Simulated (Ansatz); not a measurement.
# TiTe2: the cost of one run

Method: DFT PBE+D3(BJ), scalar-relativistic, plane waves, PAW, in Ansatz 0.2.0.

1 further run of the same task is left out (it didn't finish). Runs told in other sessions of the task aren't counted.

**1. Starting point**

It takes space group P-3m1 (No. 164, trigonal). Conventional cell: a = 3.685 Å, b = 3.685 Å, c = 43.641 Å, α = 90.00°, β = 90.00°, γ = 120.00°. Around Ti (site symmetry 3m) lie 6 Te at 2.74 to 2.77 Å. Around Te (site symmetry 3m) lie 3 Ti at 2.74 Å. Te (site symmetry 3m) has 3 Ti at 2.77 Å in its first shell of neighbours.

Coordinates:

```
Ti Te
1.0
     3.68506    0.00000    0.00000
    -1.84253    3.19136    0.00000
     0.00000    0.00000   43.64106
Ti Te
2 4
Direct
  0.00000 0.00000 0.20118
  0.00000 0.00000 0.34876
  0.66667 0.33333 0.24091
  0.33333 0.66667 0.16070
  0.33333 0.66667 0.30903
  0.66667 0.33333 0.38924
```

The start is the relaxed end of an invented cell (made as: sheets of the DyS2 type as a bilayer), taken up again for a closer look.

Only a and b are periodic; c spans vacuum, so the box's volume, pressure and space group aren't properties of the sheet.

**2. A first look at the guess**

input.yaml

```yaml
crystal:
  lattice:
    - [3.685061, 0.0, 0.0]
    - [-1.842531, 3.191357, 0.0]
    - [0.0, 0.0, 43.64106]
  atoms:
    - { symbol: Ti, position: [0.0, 0.0, 0.20118] }
    - { symbol: Ti, position: [0.0, 0.0, 0.348761] }
    - { symbol: Te, position: [0.666667, 0.333333, 0.240912] }
    - { symbol: Te, position: [0.333333, 0.666667, 0.160704] }
    - { symbol: Te, position: [0.333333, 0.666667, 0.309029] }
    - { symbol: Te, position: [0.666667, 0.333333, 0.389237] }
  periodic: [true, true, false]
basis:
  ecutwfc: 420
kpoints:
  mp_grid: { grid: [6, 6, 1] }
hamiltonian:
  xc: pbe
  dispersion: d3bj
scf:
  occupations: { method: gaussian, width: 0.1 }
  lower_state_search: "off"
output:
  forces: true
  stress: true
  eigenvalues: true
```

Launch:

```
$ ansatz run input.yaml --threads 4 --pin off --max-ram 8192MiB --backend cpu --events-out ev --progress --plain --runs-dir out
```

**Question.** How long does this run take on 4 threads of Intel Xeon Platinum 8259CL at 2.50GHz (Skylake/Cascade Lake), shared host, and how much memory does it need?

About 9.7 s, with a peak of 1.1 GiB.
